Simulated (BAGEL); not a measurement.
**HF/cc-pVDZ (density fitting with qzvpp-jkfit) run of SiCl4 (silicon tetrachloride)**

What is the energy change on altering one bond length of SiCl4 (silicon tetrachloride) at HF/cc-pVDZ (density fitting with qzvpp-jkfit)? 

The results are computed with BAGEL 1.2.2.

7 further runs of the same task are left out: 4 that didn't finish, 3 set aside as unsound or not needed. Runs told in other sessions of the task aren't counted.

## (1) The system as given

SiCl4: 5 atoms, total charge 0, spin state singlet. SMILES: `Cl[Si](Cl)(Cl)Cl`. The shape is that of a PBE0-D4/def2-TZVP optimisation.

Bond lengths: Cl1–Si2 2.021 Å, Si2–Cl3 2.022 Å, Si2–Cl4 2.022 Å, Si2–Cl5 2.021 Å. Angles: Cl1–Si2–Cl3 109.5°, Cl1–Si2–Cl4 109.5°, Cl1–Si2–Cl5 109.5°, Cl3–Si2–Cl4 109.5°, Cl3–Si2–Cl5 109.5°, Cl4–Si2–Cl5 109.5°.

## (2) A single-point energy at HF/cc-pVDZ (density fitting with qzvpp-jkfit)

Input file hf.json:

```json
{ "bagel": [

{
  "title": "molecule",
  "basis": "cc-pvdz.json",
  "df_basis": "qzvpp-jkfit",
  "angstrom": "true",
  "geometry": [
    { "atom": "Cl", "xyz": [   -0.962600,   -0.087600,    1.762300 ] },
    { "atom": "Si", "xyz": [    0.010000,   -0.014700,   -0.008300 ] },
    { "atom": "Cl", "xyz": [    1.655400,   -1.185900,    0.078100 ] },
    { "atom": "Cl", "xyz": [   -1.212100,   -0.676900,   -1.476100 ] },
    { "atom": "Cl", "xyz": [    0.559300,    1.891400,   -0.397500 ] }
  ]
},
{ "title": "hf" },
{ "title": "print", "file": "orbitals.molden", "orbitals": "true" }

]}
```

The basis set cc-pVDZ is read from a file made from the Basis Set Exchange's data (not shown).

Run with:

```console
$ BAGEL_NUM_THREADS=1 BAGEL hf.json > hf.out
```

Log:

```text
* using 1 threads per process

  ===============================================================
  ===============================================================

  *** Geometry ***

  { "atom" : "Cl", "xyz" : [     -1.819050,     -0.165540,      3.330264 ] },
  { "atom" : "Si", "xyz" : [      0.018897,     -0.027779,     -0.015685 ] },
  { "atom" : "Cl", "xyz" : [      3.128253,     -2.241026,      0.147588 ] },
  { "atom" : "Cl", "xyz" : [     -2.290537,     -1.279156,     -2.789425 ] },
  { "atom" : "Cl", "xyz" : [      1.056924,      3.574228,     -0.751166 ] },

  Number of auxiliary basis functions:      640

  Since a DF basis is specified, we compute 2- and 3-index integrals:
    o Being stored without compression. Storage requirement is 0.041 GB

  Number of basis functions:       90
  Number of electrons      :       82

    * METHOD: MOLECULE                             0.66

  *** RHF ***

  === Nuclear Repulsion ===
   527.1779773594

      * DIIS with orbital gradients will be used.

  === RHF iteration (cc-pvdz.json) ===
      0      -2127.09154880          0.00490601           0.29
      1      -2127.14145430          0.00268696           0.27
      2      -2127.14869175          0.00071237           0.27
      3      -2127.14936601          0.00015752           0.27
      4      -2127.14941510          0.00002775           0.27
      5      -2127.14941676          0.00000602           0.27
      6      -2127.14941681          0.00000096           0.27
      7      -2127.14941681          0.00000018           0.27
      8      -2127.14941681          0.00000007           0.27
      9      -2127.14941681          0.00000001           0.27
    * SCF iteration converged.

    * Permanent dipole moment:
           (    0.000041,    -0.000144,    -0.000057) a.u.

    * METHOD: HF                                   3.14

    * METHOD: PRINT                                0.03

  ===============================================================
```

It took 4.2 s on 1 thread of Arm Neoverse N1, shared host; peak memory 0.18 GiB.

## (3) The distorted shape

Input file input.json:

```json
{ "bagel": [

{
  "title": "molecule",
  "basis": "cc-pvdz.json",
  "df_basis": "qzvpp-jkfit",
  "angstrom": "true",
  "geometry": [
    { "atom": "Cl", "xyz": [   -1.621766,   -2.374939,    2.229344 ] },
    { "atom": "Si", "xyz": [   -0.649166,   -2.302039,    0.458744 ] },
    { "atom": "Cl", "xyz": [    0.996234,   -3.473239,    0.545144 ] },
    { "atom": "Cl", "xyz": [   -1.871266,   -2.964239,   -1.009056 ] },
    { "atom": "Cl", "xyz": [    0.559300,    1.891400,   -0.397500 ] }
  ]
},
{
  "title": "hf"
},
{
  "title": "print",
  "file": "orbitals.molden",
  "orbitals": "true"
}

]}
```

The basis set cc-pVDZ is read from a file made from the Basis Set Exchange's data (not shown).

Run with:

```console
$ BAGEL_NUM_THREADS=1 BAGEL input.json > input.out
```

Log:

```text
* using 1 threads per process

  ===============================================================
  ===============================================================

  *** Geometry ***

  { "atom" : "Cl", "xyz" : [     -3.064694,     -4.487984,      4.212850 ] },
  { "atom" : "Si", "xyz" : [     -1.226746,     -4.350223,      0.866901 ] },
  { "atom" : "Cl", "xyz" : [      1.882609,     -6.563470,      1.030173 ] },
  { "atom" : "Cl", "xyz" : [     -3.536180,     -5.601600,     -1.906839 ] },
  { "atom" : "Cl", "xyz" : [      1.056924,      3.574228,     -0.751166 ] },

  Number of auxiliary basis functions:      640

  Since a DF basis is specified, we compute 2- and 3-index integrals:
    o Being stored without compression. Storage requirement is 0.041 GB

  Number of basis functions:       90
  Number of electrons      :       82

    * METHOD: MOLECULE                             0.65

  *** RHF ***

  === Nuclear Repulsion ===
   438.1745395093

      * DIIS with orbital gradients will be used.

  === RHF iteration (cc-pvdz.json) ===
      0      -2126.76858582          0.00739798           0.28
      1      -2126.27347031          0.01330813           0.27
      2      -2126.86820445          0.00355242           0.27
      3      -2126.89024868          0.00234902           0.27
      4      -2126.90232049          0.00152961           0.27
      5      -2126.90781179          0.00132571           0.27
      6      -2126.91776874          0.00087670           0.27
      7      -2126.92019456          0.00034170           0.27
      8      -2126.92084451          0.00004839           0.27
      9      -2126.92084804          0.00001960           0.27
     10      -2126.92085004          0.00000590           0.27
     11      -2126.92085019          0.00000143           0.27
     12      -2126.92085020          0.00000036           0.27
     13      -2126.92085020          0.00000012           0.27
     14      -2126.92085020          0.00000003           0.27
     15      -2126.92085020          0.00000001           0.27
    * SCF iteration converged.

    * Permanent dipole moment:
           (    1.193248,     4.140405,    -0.845484) a.u.

    * METHOD: HF                                   4.75

    * METHOD: PRINT                                0.03

  ===============================================================
```

Run time: 5.7 s. Hardware: 1 thread of Arm Neoverse N1, shared host; peak memory 0.18 GiB.

## (4) What came out

At HF/cc-pVDZ (density fitting with qzvpp-jkfit):

```
                                                           quantity           value
                                          first shape: total energy  -2127.14942 Eh
                                         first shape: dipole moment          0.00 D
                                           first shape: HOMO energy       -12.91 eV
                                           first shape: LUMO energy         3.58 eV
                                         first shape: HOMO–LUMO gap        16.49 eV
                                      distorted shape: total energy  -2126.92085 Eh
                                     distorted shape: dipole moment         11.16 D
                                       distorted shape: HOMO energy        -8.36 eV
                                       distorted shape: LUMO energy        -3.82 eV
                                     distorted shape: HOMO–LUMO gap         4.55 eV
energy change with the Si2–Cl5 bond stretched from 2.021 to 4.447 Å        6.220 eV
```

In words: One bond (distorted shape) is far stretched, which a spin-restricted single reference describes badly; a broken-symmetry solution may lie lower. With the Si2–Cl5 bond stretched from 2.021 to 4.447 Å the energy rises by 6.22 eV (143 kcal/mol). The first shape isn't relaxed at this level, so the change isn't measured from a minimum. A restricted reference can't describe the breaking bond well at this length.
